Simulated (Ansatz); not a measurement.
**La2Rh2I (P6_3/mmc): the equilibrium volume**

Aim: the volume at which the pressure of La2Rh2I (P6_3/mmc) vanishes.

Computed with Ansatz 0.2.0 (DFT PBEsol, scalar-relativistic, plane waves, PAW, unless a step's input says otherwise).

**1. The starting structure**

The structure is hexagonal, space group P6_3/mmc (No. 194). Conventional cell: a = 4.336 Å, b = 4.336 Å, c = 17.779 Å, α = 90.00°, β = 90.00°, γ = 120.00°. I (site symmetry -6m2) has 6 La at 3.59 Å as nearest neighbours. Around La (site symmetry 3m) lie 6 Rh at 3.12 to 3.13 Å and 3 I at 3.59 Å. Rh (site symmetry 3m) is surrounded by 3 Rh at 2.50 Å.

Coordinates:

```cif
data_structure
_symmetry_space_group_name_H-M 'P6_3/mmc'
_symmetry_Int_Tables_number 194
_cell_length_a 4.3362
_cell_length_b 4.3362
_cell_length_c 17.7787
_cell_angle_alpha 90.000
_cell_angle_beta 90.000
_cell_angle_gamma 120.000
_cell_volume 289.50
loop_
_atom_site_label
_atom_site_type_symbol
_atom_site_symmetry_multiplicity
_atom_site_Wyckoff_symbol
_atom_site_fract_x
_atom_site_fract_y
_atom_site_fract_z
_atom_site_occupancy
I1 I 2 c 0.66667 0.33333 0.75000 1
La1 La 4 e 0.00000 0.00000 0.60540 1
Rh1 Rh 4 f 0.66667 0.33333 0.00066 1
```

**2. At the starting volume (PBEsol, 6×6×1 mesh)**

File input.yaml:

```yaml
crystal:
  lattice:
    - [4.33622628, 0.0, 0.0]
    - [-2.16811314, 3.75528212, 0.0]
    - [0.0, 0.0, 17.77874443]
  atoms:
    - { symbol: I, position: [0.6666666667, 0.3333333333, 0.75] }
    - { symbol: I, position: [0.3333333333, 0.6666666667, 0.25] }
    - { symbol: La, position: [0.0, 0.0, 0.60539777] }
    - { symbol: La, position: [0.0, 0.0, 0.39460223] }
    - { symbol: La, position: [0.0, 0.0, 0.10539777] }
    - { symbol: La, position: [0.0, 0.0, 0.89460223] }
    - { symbol: Rh, position: [0.6666666667, 0.3333333333, 0.00066168] }
    - { symbol: Rh, position: [0.3333333333, 0.6666666667, 0.99933832] }
    - { symbol: Rh, position: [0.3333333333, 0.6666666667, 0.50066168] }
    - { symbol: Rh, position: [0.6666666667, 0.3333333333, 0.49933832] }
basis:
  ecutwfc: 420
kpoints:
  mp_grid: { grid: [6, 6, 1] }
hamiltonian:
  xc: pbesol
scf:
  occupations: { method: gaussian, width: 0.1 }
output:
  forces: true
  stress: true
  eigenvalues: true
```

Launch:

```sh
$ ansatz run input.yaml --threads 8 --pin off --max-ram 14336MiB --backend cpu --events-out ev --progress --plain --runs-dir out
```

What it wrote, shortened:

```text
Warning: RAYON_NUM_THREADS=8 ignored (pool sized by the plan → 8); use --threads N
[...]
Pseudopotentials: kind: paw
Pseudopotential: I, paw, valence charge 17, recommended cutoff 420 eV (normal), I.paw.azcp
Pseudopotential: La, paw, valence charge 11, recommended cutoff 420 eV (normal), La.paw.azcp
Pseudopotential: Rh, paw, valence charge 17, recommended cutoff 420 eV (normal), Rh.paw.azcp
Functional definition: PBEsol
[...]
Crystal: 10 atoms, lattice volume = 289.505 Å³
Basis set: ecut = 420 eV, 5657 PW (Γ), exchange–correlation on 60×60×240 points (8 copies of the dense FFT grid, shifted against one another)
Bands: 88, of which v1, the nominal top of the filled ones, is band 73 counted from 1 (72 counted from 0)
Symmetry: 24 space group operations
Space group: P63/mmc (ITA 194), of the structure as read, at distance tolerance 6.6e-5 Å
k-points: 7 of 36
[...]
SCF iter   1: F=—  HF=-64873.531843 eV  |F-HF|=—  |Δ(HF+E_count)|=         —  Δρ=1.17e-2  dr2=7.12e-1  ethr=1.77e-3  ⟨swp⟩=9.0  Hψ=2550  notcnv=0
[...]
SCF iter   9: F=-64873.427771 eV  HF=-64873.427771 eV  |F-HF|=2.32e-8  |Δ(HF+E_count)|=   6.95e-8  Δρ=2.64e-6  dr2=3.80e-8  ethr=6.85e-11  ⟨swp⟩=23.1  Hψ=4027  notcnv=0
[...]
SCF converged after 9 iterations
Free energy (F): -64873.427771 eV
[...]
E sigma→0 (E₀):  -64873.407766 eV
Entropy (-TS):   -0.040009 eV (-4.001 meV/atom)
Fermi energy:    12.199898 eV
[...]
--- Forces (eV/Å), atoms counted from 1 ---
  atom   1  I      0.00000000     0.00000000     0.00000000
  atom   2  I     -0.00000000    -0.00000000    -0.00000000
  atom   3  La     0.00000000     0.00000000    -0.18567178
  atom   4  La    -0.00000000    -0.00000000     0.18567178
  atom   5  La     0.00000000    -0.00000000    -0.18567178
  atom   6  La    -0.00000000     0.00000000     0.18567178
  atom   7  Rh    -0.00000000     0.00000000    -0.05196361
  atom   8  Rh    -0.00000000    -0.00000000     0.05196361
[...]
--- Stress (GPa, compression-positive) ---
       -3.385014       0.000000      -0.000000
        0.000000      -3.385014       0.000000
       -0.000000       0.000000      -2.971941
  P = ⅓ Tr σ = -3.2473 GPa (-32.473 kbar)
--- Band table (eV; the first three rows and the last of 7) ---
[...]
```

Wall time 2.3 s (8 threads of Arm Neoverse V1, shared host); peak memory 1.1 GiB.

Read off: volume 28.950 Å³/atom, pressure -3.25 GPa, no gap.

**3. Full relaxation**

Edit input.yaml of step 2 so:

```diff
@@ -19,3 +19,3 @@
 kpoints:
-  mp_grid: { grid: [6, 6, 1] }
+  mp_grid: { grid: [9, 9, 2] }
 hamiltonian:
@@ -23,3 +23,3 @@
 scf:
-  occupations: { method: gaussian, width: 0.1 }
+  occupations: { method: gaussian, width: 0.05 }
 output:
@@ -28 +28,6 @@
   eigenvalues: true
+relax:
+  adjacent_minimum: "off"
+  f_tol: 0.005
+  max_steps: 80
+  cell: { stress_tol: 0.05 }
```

Launch:

```sh
$ ansatz run input.yaml --threads 8 --pin off --max-ram 14336MiB --backend cpu --events-out ev --progress --plain --runs-dir out
```

What it wrote:

```text
Warning: RAYON_NUM_THREADS=8 ignored (pool sized by the plan → 8); use --threads N
Engine: ansatz 0.2.0, aarch64-unknown-linux-gnu
[... 5 set-up lines as earlier in the session ...]
  exchange = pbesol_x
  correlation = pbesol_c
Crystal: 10 atoms, lattice volume = 289.505 Å³
Basis set: ecut = 420 eV, 5657 PW (Γ), exchange–correlation on 60×60×240 points (8 copies of the dense FFT grid, shifted against one another)
Bands: 88, of which v1, the nominal top of the filled ones, is band 73 counted from 1 (72 counted from 0)
[... 2 set-up lines as earlier in the session ...]
k-points: 24 of 162
Non-local potential: I, projectors of the file, l = 0: 2, l = 1: 2, l = 2: 2, l = 3: 2
Non-local potential: La, projectors of the file, l = 0: 3, l = 1: 2, l = 2: 2, l = 3: 3
Non-local potential: Rh, projectors of the file, l = 0: 3, l = 1: 2, l = 2: 2, l = 3: 1
PAW form: soft (Blöchl's): semilocal exchange-correlation on the pseudo side does not see the compensation charge
PAW frozen core: I, regenerated for the run's functional, and the local potential with it (the file was generated under x = pbe(κ = 0.804, μ = 0.2195149727645171), c = pbe(β = 0.06672455060314922))
PAW frozen core: La, regenerated for the run's functional, and the local potential with it (the file was generated under x = pbe(κ = 0.804, μ = 0.2195149727645171), c = pbe(β = 0.06672455060314922))
PAW frozen core: Rh, regenerated for the run's functional, and the local potential with it (the file was generated under x = pbe(κ = 0.804, μ = 0.2195149727645171), c = pbe(β = 0.06672455060314922))
PAW one-centre angular grid: I, 590 points (default); XC on 64 Gauss nodes
PAW one-centre angular grid: La, 590 points (default); XC on 64 Gauss nodes
PAW one-centre angular grid: Rh, 590 points (default); XC on 64 Gauss nodes
Initial density: superposition of atomic densities (neutral atoms: chi_scale 0, normalization atom), corrected by the library's trained network
Initial wavefunctions: pseudopotential atomic-orbital guess
Functional: x = pbesol(κ = 0.804, μ = 0.12345679012345678), c = pbesol(β = 0.046)
SCF iter   1: F=—  HF=-64873.517971 eV  |F-HF|=—  |Δ(HF+E_count)|=         —  Δρ=1.16e-2  dr2=6.98e-1  ethr=1.77e-3  ⟨swp⟩=9.9  Hψ=9004  notcnv=0  defer=6
preconditioner: auto → LDOS  [metal: Δε(μ)=0.023 eV  Ē_g=8.332 eV  σ=0.050 eV  W_gap=0.25  n_scr=78 (ndim 8)  ℏωp=20.2 eV  f_vac=0.019  D(μ)=9.81/eV (n_scr^D=80)  β→1.0]
SCF iter   2: F=—  HF=-64873.588793 eV  |F-HF|=—  |Δ(HF+E_count)|=   7.08e-2  Δρ=1.82e-2  dr2=1.41e0  ethr=4.78e-4  ⟨swp⟩=5.2  Hψ=4686  notcnv=0  defer=187
SCF iter   3: F=—  HF=-64873.427446 eV  |F-HF|=—  |Δ(HF+E_count)|=   1.61e-1  Δρ=5.56e-3  dr2=1.38e-1  ethr=4.78e-4  ⟨swp⟩=3.5  Hψ=2838  notcnv=0  defer=187
SCF iter   4: F=—  HF=-64873.414087 eV  |F-HF|=—  |Δ(HF+E_count)|=   1.34e-2  Δρ=6.80e-4  dr2=3.14e-3  ethr=9.46e-5  ⟨swp⟩=3.4  Hψ=2850  notcnv=0  defer=187
SCF iter   5: F=—  HF=-64873.413381 eV  |F-HF|=—  |Δ(HF+E_count)|=   7.06e-4  Δρ=2.87e-4  dr2=4.05e-4  ethr=2.15e-6  ⟨swp⟩=2.7  Hψ=3896  notcnv=0  defer=187
SCF iter   6: F=—  HF=-64873.413362 eV  |F-HF|=—  |Δ(HF+E_count)|=   1.85e-5  Δρ=8.71e-5  dr2=5.99e-5  ethr=2.78e-7  ⟨swp⟩=2.1  Hψ=3632  notcnv=0  defer=187
SCF iter   7: F=—  HF=-64873.413653 eV  |F-HF|=—  |Δ(HF+E_count)|=   2.90e-4  Δρ=3.40e-5  dr2=5.66e-6  ethr=4.10e-8  ⟨swp⟩=2.3  Hψ=3784  notcnv=0  defer=187
SCF iter   8: F=—  HF=-64873.413653 eV  |F-HF|=—  |Δ(HF+E_count)|=   2.90e-7  Δρ=1.20e-5  dr2=9.37e-7  ethr=3.88e-9  ⟨swp⟩=2.1  Hψ=2975  notcnv=0  defer=187
SCF iter   9: F=-64873.413653 eV  HF=-64873.413653 eV  |F-HF|=6.07e-8  |Δ(HF+E_count)|=   9.44e-8  Δρ=4.26e-6  dr2=9.46e-8  ethr=6.85e-11  ⟨swp⟩=21.0  Hψ=14691  notcnv=0
SCF 1 converged in 9 iterations: F = -64873.413653 eV  dr2 = 9.46e-8
relax step   1: F+E_penalty+E_count = -64873.41365272 eV  Δ(F+E_penalty+E_count) = +0.000e0 eV  max|allowed force component| = 1.549e-1 eV/Å  Δτ_max = 0.0000 Å  P = -3.276 GPa  Ω = 289.505 Å³  (9 SCF iters, dr2 threshold 1.00e-7 eV, accepted)
[... 16 lines left out ...]
relax step   2: F+E_penalty+E_count = -64873.48893442 eV  Δ(F+E_penalty+E_count) = -7.528e-2 eV  max|allowed force component| = 6.140e-1 eV/Å  Δτ_max = 0.0080 Å  P = +2.336 GPa  Ω = 270.031 Å³  energy of the carried Pulay correction = +3.095e-3 eV  (9 SCF iters, dr2 threshold 1.00e-6 eV, accepted)
[... 14 lines left out ...]
relax step   3: F+E_penalty+E_count = -64873.56092362 eV  Δ(F+E_penalty+E_count) = -7.199e-2 eV  max|allowed force component| = 2.008e-1 eV/Å  Δτ_max = 0.0593 Å  P = +0.006 GPa  Ω = 273.050 Å³  energy of the carried Pulay correction = +2.601e-3 eV  (8 SCF iters, dr2 threshold 1.00e-6 eV, accepted)
[... 12 lines left out ...]
relax step   4: F+E_penalty+E_count = -64873.56933384 eV  Δ(F+E_penalty+E_count) = -8.410e-3 eV  max|allowed force component| = 1.595e-2 eV/Å  Δτ_max = 0.0171 Å  P = +0.036 GPa  Ω = 273.802 Å³  energy of the carried Pulay correction = +2.479e-3 eV  (7 SCF iters, dr2 threshold 1.00e-6 eV, accepted)
[... 10 lines left out ...]
relax step   5: F+E_penalty+E_count = -64873.56938415 eV  Δ(F+E_penalty+E_count) = -5.031e-5 eV  max|allowed force component| = 8.185e-4 eV/Å  Δτ_max = 0.0008 Å  P = +0.001 GPa  Ω = 273.896 Å³  energy of the carried Pulay correction = +2.463e-3 eV  (6 SCF iters, dr2 threshold 1.69e-8 eV, accepted)
[... 12 lines left out ...]
relax step   6: F+E_penalty+E_count = -64873.56688958 eV  Δ(F+E_penalty+E_count) = +2.495e-3 eV  max|allowed force component| = 7.804e-4 eV/Å  Δτ_max = 0.0000 Å  P = +0.004 GPa  Ω = 273.896 Å³  stress off target by 3.96e-3 GPa  SCF on the basis re-selected at this cell (its energy is not comparable with the rows above)  (7 SCF iters)
basis re-selected at this cell: Δ(F+E_penalty+E_count) = +2.495e-3 eV, ΔP = +0.003 GPa vs the last step (what re-selecting the basis moved, of the pressure what is left beyond the Pulay correction that the steps carried, after the strain that the cell walked since its last selection, with what the two solves' SCF thresholds leave and, on support functions, any second-order correction that the steps lacked; it is no measure of the basis error at this ecutwfc). This SCF's stress stands 3.96e-3 GPa from its target on what of the cell is left free (relax.cell.stress_tol is 5.00e-2 GPa) and its largest allowed force component is 7.80e-4 eV/Å (relax.f_tol is 5.00e-3 eV/Å): within both
SCF converged after 7 iterations
Free energy (F): -64873.566890 eV
Harris-Foulkes:  -64873.566890 eV  (|F-HF|=4.37e-11)
Internal energy: -64873.555992 eV  (E = F + TS)
E sigma→0 (E₀):  -64873.561441 eV
Entropy (-TS):   -0.010898 eV (-1.090 meV/atom)
Fermi energy:    13.014391 eV
--- Per-component energies (eV) ---
  E_band       = -1665.439043
  E_kinetic    = 3448.100797
  E_local      = -18681.023769  (includes V_loc(G=0)·N_el)
  E_nonlocal   = 1647.134928
  E_hartree    = 8035.206846
  E_xc         = -1691.204754
  E_vxc        = -1959.170379  (∫ρ·V_xc dr)
  E_paw        = -44889.871200  (= ΣΔE_a)
  E_vpaw       = -2190.898805  (= ΣTr[D̂ρ^β])
  E_aug_tail   = 0.003483  (compensation charges beyond the density's cutoff)
  E_ewald      = -12744.509442
  E_core_change = 2.607121  (= ΣΔE_core)
  E_smearing   = -0.010898  (= −TS)
  E_closure    = 0.000000  (closes the sum)
  Σ components = -64873.566890   (vs F -64873.566890, Δ=0.00e0)
--- Forces (eV/Å), atoms counted from 1 ---
  atom   1  I      0.00000000     0.00000000     0.00000000
  atom   2  I      0.00000000    -0.00000000    -0.00000000
  atom   3  La     0.00000000     0.00000000     0.00042120
  atom   4  La     0.00000000    -0.00000000    -0.00042120
  atom   5  La     0.00000000    -0.00000000     0.00042120
  atom   6  La     0.00000000     0.00000000    -0.00042120
  atom   7  Rh     0.00000000     0.00000000    -0.00078037
  atom   8  Rh    -0.00000000    -0.00000000     0.00078037
  atom   9  Rh    -0.00000000    -0.00000000    -0.00078037
  atom  10  Rh     0.00000000     0.00000000     0.00078037
  max |Σ_I F_I| component: 2.89e-17 eV/Å
--- Stress (GPa, compression-positive) ---
        0.003956      -0.000000       0.000000
       -0.000000       0.003956       0.000000
        0.000000       0.000000       0.003472
  P = ⅓ Tr σ = 0.0038 GPa (0.038 kbar)
--- Band table (eV; the first three rows and the last of 24) ---
  k-point 0: bands = ["-65.3364", "-65.3364", "-65.1735", "-65.1735", "-33.7598", "-33.7598", "-33.7593", "-33.7593", "-33.7593", "-33.7593", "-33.7415", "-33.7415", "-33.7415", "-33.7415", "-33.6134", "-33.6134", "-33.6134", "-33.6134", "-33.0475", "-33.0475", "-33.0235", "-33.0235", "-33.0235", "-33.0235", "-32.8968", "-32.8968", "-19.8673", "-19.8657", "-19.8243", "-19.8226", "-4.1293", "-3.9553", "-3.7084", "-3.4700", "-3.4498", "-3.4498", "-3.4454", "-3.4454", "-3.4048", "-3.4048", "-3.4003", "-3.4003", "-1.4951", "-1.4144", "7.2503", "7.6996", "8.2240", "8.5058", "9.1035", "9.1035", "9.2608", "9.2866", "9.2866", "9.3419", "9.3419", "9.4444", "9.4444", "9.7403", "9.7403", "9.8850", "9.8850", "10.1221", "10.2685", "10.2685", "10.2795", "10.2795", "11.2294", "11.8538", "11.8561", "11.8607", "11.8607", "11.8844", "11.8844", "12.4179", "13.5845", "13.8710", "13.8710", "13.9889", "14.1267", "14.1267", "14.4102", "14.4976", "14.4976", "14.5131", "14.6123", "14.6123", "14.6559", "14.6559"]
[... 3 lines left out ...]
--- Relaxed structure (5 steps of the walk, 5 accepted, 1 SCFs on fresh bases) ---
  F+E_penalty+E_count = -64873.56688958 eV   max|allowed force component| = 7.804e-4 eV/Å   (the final SCF, on the basis selected at the relaxed cell)
  cell:  # Å, volume = 273.8964 Å³
    - [4.276902762803595, -2.3512393422536413e-33, 3.303081380234387e-18]
    - [-2.1384513814017976, 3.703906442103765, -1.6515406901171939e-18]
    - [1.3542798705578358e-17, -1.7253152194576315e-33, 17.29007770804992]
  atoms:
    - { symbol: I, position: [0.6666666666666666, 0.33333333333333326, 0.75] }
    - { symbol: I, position: [0.33333333333333326, 0.6666666666666665, 0.25] }
    - { symbol: La, position: [-1.48831423511339e-19, 6.139348697234017e-34, 0.6073595328529939] }
    - { symbol: La, position: [1.48831423511339e-19, -7.6864731165857145e-34, 0.392640467147006] }
    - { symbol: La, position: [-1.4883142351134185e-19, -5.870097762374467e-34, 0.10735953285299397] }
    - { symbol: La, position: [1.4883142351134286e-19, 8.148046147773513e-34, 0.8926404671470062] }
    - { symbol: Rh, position: [0.6666666666666666, 0.33333333333333326, 0.00047985189648887825] }
    - { symbol: Rh, position: [0.33333333333333326, 0.6666666666666665, 0.9995201481035111] }
    - { symbol: Rh, position: [0.33333333333333326, 0.6666666666666665, 0.5004798518964888] }
    - { symbol: Rh, position: [0.6666666666666666, 0.33333333333333326, 0.49952014810351114] }
```

It took 44 s on 8 threads of Arm Neoverse V1, shared host; peak memory 1.7 GiB.

Step by step:

| step | energy from step 1 (meV/atom) | largest force component (eV/Å) | pressure (GPa) | volume (Å³/atom) |
| --- | --- | --- | --- | --- |
| 1 | 0.0 | 0.155 | -3.28 | 28.950 |
| 2 | -7.5 | 0.614 | 2.34 | 27.003 |
| 3 | -14.7 | 0.201 | 0.01 | 27.305 |
| 4 | -15.6 | 0.016 | 0.04 | 27.380 |
| 5 | -15.6 | 0.001 | 0.00 | 27.390 |
| 6 | -15.3 | 0.001 | 0.00 | 27.390 |

Step 1 is the start. Step 6 repeats the geometry before it on a plane-wave basis chosen anew for the final cell, which shifts the energy by +0.2 meV/atom. The run keeps the 24 symmetry operations that it found, so it can't reach a distortion that breaks them.

This gives: volume 27.390 Å³/atom, pressure 0.00 GPa, a metal on this mesh.

**4. The cell, before and after**

How the cell compares, before and after:

| cell as typed | before | after | change |
| --- | --- | --- | --- |
| a (Å) | 4.336 | 4.277 | -1.4 % |
| b (Å) | 4.336 | 4.277 | -1.4 % |
| c (Å) | 17.779 | 17.290 | -2.7 % |
| volume (Å³/atom) | 28.950 | 27.390 | -5.4 % |
| shortest distance (Å) | 2.504 | 2.469 | -1.4 % |
| space group | P6_3/mmc | P6_3/mmc | same |

**5. Outcome**

| quantity | value |
| --- | --- |
| volume | 27.390 Å³/atom |
| pressure | 0.00 GPa |
| conventional cell | a = 4.277 Å, b = 4.277 Å, c = 17.290 Å, α = 90.00°, β = 90.00°, γ = 120.00° |
| gap on the mesh | none (metal) |

What this shows: From the first run shown, the volume went from 28.95 to 27.39 Å³/atom (-5.4 %) in 2 runs, where the pressure is zero within 0.01 GPa. No dispersion term is included, so distances between weakly bound layers or units are the least certain numbers.
